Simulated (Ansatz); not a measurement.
**CH4BClO: molecular dynamics**

Aim: follow the molecule's vibrations and see whether its bonds hold. The start is relaxed first. Runs: 500 steps of 0.5 fs under a Langevin thermostat at 300 K. SMILES of the start: CB(O)Cl.

Program: Ansatz 0.2.0. Level of theory: RKS PBE0-D4/6-31G. These are calculated values, not measurements.

## Step 1: The structure to begin with

Bond lengths: B1–O2 1.410 Å, O2–H3 1.010 Å, B1–Cl4 1.860 Å, B1–C5 1.600 Å, C5–H6 1.110 Å, C5–H7 1.110 Å, C5–H8 1.110 Å. Angles: B1–O2–H3 109.5°, O2–B1–Cl4 120.0°, O2–B1–C5 120.0°, Cl4–B1–C5 120.0°, B1–C5–H6 109.5°, B1–C5–H7 109.5°, B1–C5–H8 109.5°, H6–C5–H7 109.4°, H6–C5–H8 109.4°, H7–C5–H8 109.4°.

Structure file:

```xyz
8

B     0.0000    0.0000    0.0000
O     0.0000    0.0000    1.4100
H    -0.9095   -0.2814    1.7471
Cl    1.6108    0.0000   -0.9300
C    -1.3856    0.0000   -0.8000
H    -1.9458   -0.9305   -0.5708
H    -1.9898    0.8797   -0.4946
H    -1.1839    0.0508   -1.8903
```

## Step 2: Preparing the start

input.yaml reads:

```yaml
crystal:
  periodic: [false, false, false]
  atoms:
    - { symbol: B, position_ang: [0.0, 0.0, 0.0] }
    - { symbol: O, position_ang: [0.0, 0.0, 1.41] }
    - { symbol: H, position_ang: [-0.9095, -0.2814, 1.7471] }
    - { symbol: Cl, position_ang: [1.6108, 0.0, -0.93] }
    - { symbol: C, position_ang: [-1.3856, 0.0, -0.8] }
    - { symbol: H, position_ang: [-1.9458, -0.9305, -0.5708] }
    - { symbol: H, position_ang: [-1.9898, 0.8797, -0.4946] }
    - { symbol: H, position_ang: [-1.1839, 0.0508, -1.8903] }
basis:
  gaussian: { orbitals: "6-31G" }
hamiltonian:
  xc: pbe0
  dispersion: d4
relax:
  f_tol: 0.02
  max_steps: 40
```

Started as:

```sh
$ ansatz run input.yaml --threads 1 --pin off --max-ram 2048MiB --backend cpu --events-out ev --progress --plain --runs-dir out
```

What it wrote (excerpt; [...] marks lines left out):

```text
Warning: RAYON_NUM_THREADS=1 ignored (pool sized by the plan → 1); use --threads N
[...]
Functional definition: PBE0
[...]
646 factors; integrals over basis functions are off by at most 1.6e-4 eV
[...]
mean field -16340.10686587 eV, -600.4878515987 hartree, gradient 5.7e-5 eV, S^2 0.000000; 0 other end points of the search recorded, 0 dependent functions left out
[...]
reference -16340.10688241 eV, -600.4878522063 hartree; 20, 20 occupied and 28, 28 virtual orbitals, 646 factors
relax step   1: F+E_penalty+E_count = -16340.21803326 eV  Δ(F+E_penalty+E_count) = +0.000e0 eV  max|allowed force component| = 1.379e0 eV/Å  Δτ_max = 0.0000 Å  (24 SCF iters, accepted)
[...]
relax step   4: F+E_penalty+E_count = -16340.44065486 eV  Δ(F+E_penalty+E_count) = -6.696e-2 eV  max|allowed force component| = 7.310e-1 eV/Å  Δτ_max = 0.0613 Å  (28 SCF iters, accepted)
[...]
relax step   7: F+E_penalty+E_count = -16340.45092048 eV  Δ(F+E_penalty+E_count) = -6.097e-4 eV  max|allowed force component| = 2.418e-2 eV/Å  Δτ_max = 0.0315 Å  (30 SCF iters, accepted)
[...]
relax step  10: F+E_penalty+E_count = -16340.45172537 eV  Δ(F+E_penalty+E_count) = -2.403e-4 eV  max|allowed force component| = 1.251e-1 eV/Å  Δτ_max = 0.0393 Å  (29 SCF iters, accepted)
[...]
relax step  13: F+E_penalty+E_count = -16340.46080399 eV  Δ(F+E_penalty+E_count) = -1.070e-3 eV  max|allowed force component| = 6.093e-2 eV/Å  Δτ_max = 0.0470 Å  (29 SCF iters, accepted)
[...]
relax step  14: F+E_penalty+E_count = -16340.46536840 eV  Δ(F+E_penalty+E_count) = -4.564e-3 eV  max|allowed force component| = 1.663e-2 eV/Å  Δτ_max = 0.0958 Å  (28 SCF iters, accepted)
```

## Step 3: The log goes on: start relaxed

The log, continued (excerpt; [...] marks lines left out):

```text
[...]
646 factors; integrals over basis functions are off by at most 1.6e-4 eV
mean field -16340.34101237 eV, -600.4964563236 hartree, gradient 8.4e-6 eV, S^2 0.000000; 0 other end points of the search recorded, 0 dependent functions left out
[...]
reference -16340.34102888 eV, -600.4964569303 hartree; 20, 20 occupied and 28, 28 virtual orbitals, 646 factors
relax step  15: F+E_penalty+E_count = -16340.45306603 eV  Δ(F+E_penalty+E_count) = +1.230e-2 eV  max|allowed force component| = 6.424e-1 eV/Å  Δτ_max = 0.1957 Å  (27 SCF iters, rejected (line search))
[...]
relax step  17: F+E_penalty+E_count = -16340.46652291 eV  Δ(F+E_penalty+E_count) = +1.287e-3 eV  max|allowed force component| = 2.855e-1 eV/Å  Δτ_max = 0.0959 Å  (29 SCF iters, rejected (line search))
[...]
reference -16340.35905350 eV, -600.4971193229 hartree; 20, 20 occupied and 28, 28 virtual orbitals, 646 factors
Total energy: -16340.47127028 eV, -600.5012432137 hartree
Atom 0 at    -0.069059    -0.110327     0.017343 Å, force    -0.004682     0.003773     0.013233 eV/Å
Atom 1 at     0.055057     0.128953     1.355637 Å, force    -0.002140     0.001230    -0.007207 eV/Å
Atom 2 at    -0.738025     0.369809     1.860036 Å, force     0.003913    -0.003029    -0.004164 eV/Å
Atom 3 at     1.481315    -0.548925    -0.816734 Å, force     0.002128    -0.001418    -0.001238 eV/Å
Atom 4 at    -1.389218    -0.038813    -0.812172 Å, force    -0.002282    -0.003720    -0.008332 eV/Å
Atom 5 at    -1.592826    -1.007946    -1.285078 Å, force     0.001426     0.008661     0.004016 eV/Å
Atom 6 at    -2.265452     0.241560    -0.216772 Å, force     0.002337    -0.000902    -0.002910 eV/Å
Atom 7 at    -1.285591     0.684290    -1.630859 Å, force    -0.000699    -0.004595     0.006602 eV/Å
Dipole moment:    -0.794826     0.176235     0.179162 e Å
```

Wall time 57 s (1 thread of Arm Neoverse V1, shared host); peak memory 0.15 GiB.

The steps of the relaxation:

```csv
step,energy from step 1 (eV),largest force component (eV/Å)
1,0.0000,1.3788
2,-0.0556,2.8318
3,-0.1557,1.9345
4,-0.2226,0.7310
5,-0.2290,0.3967
6,-0.2323,0.0699
7,-0.2329,0.0242
8,-0.2332,0.0431
9,-0.2335,0.0701
10,-0.2337,0.1251
11,-0.2338,0.2379
12,-0.2417,0.0273
13,-0.2428,0.0609
14,-0.2473,0.0166
15x,-0.2350,0.6424
16,-0.2498,0.0720
17x,-0.2485,0.2855
18,-0.2511,0.0481
19,-0.2516,0.1129
20x,-0.2507,0.2036
21,-0.2528,0.0126
22,-0.2531,0.0296
23,-0.2531,0.0258
24,-0.2532,0.0132
```

Step 1 is the start. 3 steps were tried and not accepted (marked x).

After: Bond lengths: B1–O2 1.365 Å, O2–H3 0.970 Å, B1–Cl4 1.814 Å, B1–C5 1.561 Å, C5–H6 1.097 Å, C5–H7 1.096 Å, C5–H8 1.097 Å. Angles: B1–O2–H3 118.6°, O2–B1–Cl4 114.5°, O2–B1–C5 126.1°, Cl4–B1–C5 119.3°, B1–C5–H6 110.2°, B1–C5–H7 113.5°, B1–C5–H8 110.3°, H6–C5–H7 108.2°, H6–C5–H8 106.1°, H7–C5–H8 108.2°.

## Step 4: Dynamics

500 steps of 0.5 fs under a Langevin thermostat at 300 K, from the relaxed start. H is given a mass of 2.014 u.

input.yaml reads:

```yaml
crystal:
  periodic: [false, false, false]
  atoms:
    - { symbol: B, position_ang: [-0.069059, -0.110327, 0.017343] }
    - { symbol: O, position_ang: [0.055057, 0.128953, 1.355637] }
    - { symbol: H, position_ang: [-0.738025, 0.369809, 1.860036] }
    - { symbol: Cl, position_ang: [1.481315, -0.548925, -0.816734] }
    - { symbol: C, position_ang: [-1.389218, -0.038813, -0.812172] }
    - { symbol: H, position_ang: [-1.592826, -1.007946, -1.285078] }
    - { symbol: H, position_ang: [-2.265452, 0.24156, -0.216772] }
    - { symbol: H, position_ang: [-1.285591, 0.68429, -1.630859] }
basis:
  gaussian: { orbitals: "6-31G" }
hamiltonian:
  xc: pbe0
  dispersion: d4
md:
  timestep: 0.5
  n_steps: 500
  ensemble: nvt_langevin
  temperature: 300.0
  initial_velocities: maxwell_boltzmann
  seed: 622860
  friction: 0.01
  masses: [{ species: H, mass: 2.014 }]
```

Started as:

```sh
$ ansatz run input.yaml --threads 1 --pin off --max-ram 2048MiB --backend cpu --events-out ev --progress --plain --runs-dir out
```

What it wrote (excerpt; [...] marks lines left out):

```text
Warning: RAYON_NUM_THREADS=1 ignored (pool sized by the plan → 1); use --threads N
[...]
[... 1 set-up line as earlier in the session ...]
[...]
646 factors; integrals over basis functions are off by at most 1.5e-4 eV
[...]
mean field -16340.35904689 eV, -600.4971190802 hartree, gradient 3.8e-5 eV, S^2 0.000000; 0 other end points of the search recorded, 0 dependent functions left out
[...]
reference -16340.35906313 eV, -600.4971196767 hartree; 20, 20 occupied and 28, 28 virtual orbitals, 646 factors
md step     0: t =     0.00 fs  T =   262.5 K  F+E_penalty+E_count = -16340.47126368 eV  E_kin = 0.271446 eV  (23 SCF iters)
[...]
md step    25: t =    12.50 fs  T =   107.3 K  F+E_penalty+E_count = -16340.38261592 eV  E_kin = 0.110946 eV  (22 SCF iters)
[...]
md step    50: t =    25.00 fs  T =    82.3 K  F+E_penalty+E_count = -16340.31179930 eV  E_kin = 0.085061 eV  (23 SCF iters)
[...]
md step    75: t =    37.50 fs  T =   212.7 K  F+E_penalty+E_count = -16340.30117591 eV  E_kin = 0.219986 eV  (23 SCF iters)
[...]
md step    98: t =    49.00 fs  T =   247.5 K  F+E_penalty+E_count = -16340.30197383 eV  E_kin = 0.255976 eV  (29 SCF iters)
md step    99: t =    49.50 fs  T =   245.4 K  F+E_penalty+E_count = -16340.29939713 eV  E_kin = 0.253760 eV  (30 SCF iters)
```

## Step 5: More of the same log: dynamics from the start

Output, continued (excerpt; [...] marks lines left out):

```text
md step   100: t =    50.00 fs  T =   232.9 K  F+E_penalty+E_count = -16340.28606300 eV  E_kin = 0.240818 eV  (24 SCF iters)
[...]
md step   132: t =    66.00 fs  T =   236.5 K  F+E_penalty+E_count = -16340.24189641 eV  E_kin = 0.244573 eV  (23 SCF iters)
[...]
md step   164: t =    82.00 fs  T =   264.9 K  F+E_penalty+E_count = -16340.25175557 eV  E_kin = 0.273924 eV  (23 SCF iters)
[...]
md step   196: t =    98.00 fs  T =   134.3 K  F+E_penalty+E_count = -16340.25399231 eV  E_kin = 0.138869 eV  (23 SCF iters)
[...]
md step   227: t =   113.50 fs  T =   153.2 K  F+E_penalty+E_count = -16340.27466644 eV  E_kin = 0.158399 eV  (23 SCF iters)
md step   228: t =   114.00 fs  T =   149.4 K  F+E_penalty+E_count = -16340.27589954 eV  E_kin = 0.154537 eV  (23 SCF iters)
```

## Step 6: More of the same log: dynamics from the start

The log, continued (excerpt; [...] marks lines left out):

```text
md step   229: t =   114.50 fs  T =   153.7 K  F+E_penalty+E_count = -16340.27849860 eV  E_kin = 0.158946 eV  (23 SCF iters)
[...]
md step   255: t =   127.50 fs  T =   239.7 K  F+E_penalty+E_count = -16340.37955486 eV  E_kin = 0.247911 eV  (23 SCF iters)
[...]
md step   281: t =   140.50 fs  T =   214.2 K  F+E_penalty+E_count = -16340.28322766 eV  E_kin = 0.221523 eV  (23 SCF iters)
[...]
md step   307: t =   153.50 fs  T =   167.9 K  F+E_penalty+E_count = -16340.25793991 eV  E_kin = 0.173659 eV  (23 SCF iters)
[...]
md step   499: t =   249.50 fs  T =   228.8 K  F+E_penalty+E_count = -16340.13935105 eV  E_kin = 0.236603 eV  (23 SCF iters)
[...]
md step   500: t =   250.00 fs  T =   228.9 K  F+E_penalty+E_count = -16340.13306934 eV  E_kin = 0.236721 eV  (25 SCF iters)
Total energy: -16340.13308585 eV, -600.4888151649 hartree
Atom 0 at     0.258668     0.271948    -0.158889 Å, force     0.389414    -0.060136     2.069310 eV/Å
Atom 1 at     0.312633     0.479483     1.202768 Å, force     0.020208    -0.098291    -0.430157 eV/Å
Atom 2 at    -0.371482     0.790575     1.799653 Å, force    -0.502662     0.191614    -0.192235 eV/Å
Atom 3 at     1.792941    -0.407649    -0.700668 Å, force     1.375460    -0.615583    -0.701569 eV/Å
Atom 4 at    -0.791639     0.522262    -1.209311 Å, force    -2.418007     0.716331    -1.612287 eV/Å
Atom 5 at    -1.040088    -0.401084    -1.814645 Å, force     0.417115     0.760119     0.632190 eV/Å
Atom 6 at    -1.811594     0.904878    -0.821875 Å, force     1.651429    -0.240022    -0.658310 eV/Å
Atom 7 at    -0.319690     1.239745    -1.968163 Å, force    -0.932957    -0.654032     0.893058 eV/Å
Dipole moment:    -0.750356     0.287318     0.109865 e Å
```

Run time: 16 min. Hardware: 1 thread of Arm Neoverse V1, shared host; peak memory 0.1 GiB.

## Step 7: The trajectory

The trajectory, every 26 steps (energies from step 0):

```csv
time (fs),T (K),potential energy change (meV/atom)
0.0,262,0.0
13.0,114,9.5
26.0,123,16.1
39.0,154,27.5
52.0,157,37.9
65.0,320,20.4
78.0,444,11.2
91.0,225,23.9
104.0,158,23.4
117.0,200,23.8
130.0,207,17.5
143.0,142,32.2
156.0,245,19.4
169.0,348,13.9
182.0,224,30.9
195.0,227,30.1
208.0,326,13.6
221.0,330,19.1
234.0,314,30.6
247.0,310,27.7
250.0,229,42.3
```

time (fs), T (K) and a bar:
```
      0.0        262 ######################
     11.0         81 
     21.5        134 ######
     32.5        163 ##########
     43.5        236 ##################
     54.5        164 ##########
     65.0        320 ############################
     76.0        292 #########################
     87.0        246 ####################
     98.0        134 ######
    108.5        217 ################
    119.5        249 ####################
    130.5        215 ################
    141.5        174 ###########
    152.0        125 #####
    163.0        320 ############################
    174.0        250 ####################
    185.0        285 ########################
    195.5        210 ###############
    206.5        297 ##########################
    217.5        278 #######################
    228.5        273 #######################
    239.0        334 ##############################
    250.0        229 ##################
```

Maxima of the velocity power spectrum (cm⁻¹, relative height; resolution about 270 cm⁻¹): 370 (100), 800 (58), 1130 (70), 2270 (56).

## Step 8: Frames from the trajectory

Extended XYZ, with forces in eV/Å:

```xyz
8
time_fs=31.0 T=149 dE=0.1413
B    -0.086   -0.131    0.012    0.021   -0.278   -0.614
O     0.074    0.187    1.304   -0.044    0.323    1.373
H    -0.656    0.425    1.907    0.197   -0.128   -0.443
Cl    1.494   -0.532   -0.816   -0.209   -0.033   -0.088
C    -1.419   -0.101   -0.793    1.278    2.024   -0.764
H    -1.632   -0.996   -1.312   -0.036   -1.183   -0.880
H    -2.283    0.126   -0.203   -0.642    0.432    0.510
H    -1.247    0.733   -1.572   -0.564   -1.157    0.907
8
time_fs=62.5 T=357 dE=0.1400
B    -0.072    0.048   -0.033    0.039   -0.671    0.860
O     0.115    0.246    1.322   -0.101    0.207   -0.735
H    -0.664    0.464    1.845   -0.308    0.121    0.289
Cl    1.488   -0.477   -0.813   -0.158    0.226   -0.320
C    -1.445   -0.075   -0.798    1.517    1.330   -0.971
H    -1.472   -1.107   -1.101   -0.318   -0.705   -0.420
H    -2.331    0.175   -0.253   -0.586    0.182    0.557
H    -1.417    0.560   -1.731   -0.085   -0.690    0.740
8
time_fs=94.0 T=282 dE=0.1075
B    -0.018   -0.011    0.041   -0.347    0.532    0.107
O     0.046    0.358    1.384   -0.580   -0.464   -0.804
H    -0.844    0.516    1.782    0.696   -0.007   -0.103
Cl    1.516   -0.378   -0.838    0.187   -0.068    0.324
C    -1.345    0.017   -0.810   -0.278    0.421    1.105
H    -1.752   -0.958   -1.048   -0.029   -0.567    0.074
H    -2.125    0.569   -0.244    0.118   -0.198   -0.334
H    -1.215    0.505   -1.765    0.233    0.351   -0.369
8
time_fs=125.0 T=268 dE=0.0688
B    -0.021    0.055   -0.018   -0.073    0.296   -0.402
O     0.063    0.321    1.320    0.540   -0.261   -0.528
H    -0.708    0.686    1.748   -0.695    0.228    0.501
Cl    1.534   -0.415   -0.807    0.197   -0.172    0.022
C    -1.300    0.157   -0.924   -0.522   -0.903    1.226
H    -1.692   -0.873   -1.075    0.054    0.247    0.237
H    -2.114    0.737   -0.441    0.314   -0.108   -0.450
H    -1.092    0.479   -1.923    0.183    0.674   -0.606
8
time_fs=156.0 T=245 dE=0.1553
B    -0.018    0.102   -0.108    1.131   -0.226    0.211
O     0.119    0.341    1.211   -0.256    0.397    1.048
H    -0.558    0.681    1.822    0.011   -0.135   -0.463
Cl    1.615   -0.483   -0.755   -0.456    0.067   -0.350
C    -1.274    0.165   -0.978   -0.544   -1.085   -0.702
H    -1.607   -0.892   -1.112    0.041    0.245    0.250
H    -2.130    0.690   -0.533    0.227    0.212   -0.291
H    -1.058    0.436   -2.021   -0.156    0.525    0.298
8
time_fs=187.5 T=240 dE=0.2379
B     0.135    0.062   -0.068    0.075    0.142    0.021
O     0.072    0.512    1.230    0.059   -0.306   -0.342
H    -0.833    0.803    1.460    0.355    0.021    0.273
Cl    1.691   -0.523   -0.800    0.010    0.021    0.516
C    -1.084    0.172   -1.008   -0.021   -1.731   -2.284
H    -1.518   -0.834   -1.376    0.728    1.188    0.845
H    -1.901    0.717   -0.568   -0.550    0.586   -0.078
H    -0.714    0.598   -1.992   -0.656    0.078    1.050
8
time_fs=219.0 T=301 dE=0.1752
B     0.198    0.241   -0.098   -0.536   -0.767   -0.809
O     0.161    0.510    1.238   -0.125    0.163   -0.101
H    -0.662    0.824    1.655    0.177   -0.032   -0.178
Cl    1.755   -0.483   -0.733    0.027    0.247    0.266
C    -0.978    0.304   -1.179    0.039    0.098   -0.393
H    -1.209   -0.723   -1.589    0.404    0.773    0.477
H    -1.951    0.682   -0.754    0.884    0.073   -0.638
H    -0.597    0.891   -2.096   -0.870   -0.554    1.375
8
time_fs=250.0 T=229 dE=0.3382
B     0.259    0.272   -0.159    0.389   -0.060    2.069
O     0.313    0.479    1.203    0.020   -0.098   -0.430
H    -0.371    0.791    1.800   -0.503    0.192   -0.192
Cl    1.793   -0.408   -0.701    1.375   -0.616   -0.702
C    -0.792    0.522   -1.209   -2.418    0.716   -1.612
H    -1.040   -0.401   -1.815    0.417    0.760    0.632
H    -1.812    0.905   -0.822    1.651   -0.240   -0.658
H    -0.320    1.240   -1.968   -0.933   -0.654    0.893
```

## Step 9: Results

| quantity | value |
| --- | --- |
| relaxation of the start | 20 moves, 0.253 eV lower |
| length | 500 steps of 0.5 fs |
| temperature, first and last step | 262 and 229 K |
| temperature, second half | mean 258 K, from 125 to 374 K |
| potential energy, second half | +24 meV/atom from the start |
| bonds formed or broken | 0 |

In words: Against a set 300 K the second half averages 258 K with a spread of 58 K. The bonding pattern survives the run. Averages from a run of 250 fs with 8 atoms are rough. The nuclei move classically, without zero-point motion, which matters most for hydrogen. The basis is very small, so the numbers are rough.
